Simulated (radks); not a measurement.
# Nuclear size and the levels of Al

The task here is to estimate one member of a computed series from the others.

Method: Dirac Kohn-Sham, BLYP, spin-unpolarised, spherical densities, finite nucleus; open shells fill j = l - 1/2 first. Code: radks (a radial shooting solver on a logarithmic mesh, Libxc functionals) version 1.

## The system

```
element            : aluminium (Z = 13)
charge             : 0
electrons          : 13
configuration      : [Ne] 3s2 3p1
nuclear rms radius : 3.061 fm
```

The first run:

The run's settings:

```text
Z 13
configuration [Ne] 3s2 3p1 4s0 3d0
relativity Dirac
functional b88,lyp
spin unpolarised
j_filling energy
nucleus finite rms 3.061 fm
c 137.035999084
```

Steps of the session up to this table: rms radius 3.061 fm.

One of the session's tables, all rows but one given; the rest of the session is left out.

It belongs to the step «rms radius 3.061 fm». From the orbitals of this run (lengths in bohr):

| level | <r> | outermost maximum (interpolated) | 90 % within | nodes |
| --- | --- | --- | --- | --- |
| 1s1/2 | ? | ? | ? | ? |
| 2s1/2 | 0.6267 | 0.496 | 0.993 | 1 |
| 2p1/2 | 0.6023 | 0.426 | 1.02 | 0 |
| 2p3/2 | 0.6046 | 0.428 | 1.02 | 0 |
| 3s1/2 | 2.529 | 2.06 | 3.90 | 2 |
| 3p1/2 | 3.486 | 2.63 | 5.61 | 1 |
| 3p3/2 | 3.497 | 2.63 | 5.63 | 1 |

Estimate the missing values for 1s1/2.

**Answer.** <r>: 0.1202; outermost maximum (interpolated): 0.0783; 90 % within: 0.215; nodes: 0. In the column «<r>» it is the lowest.
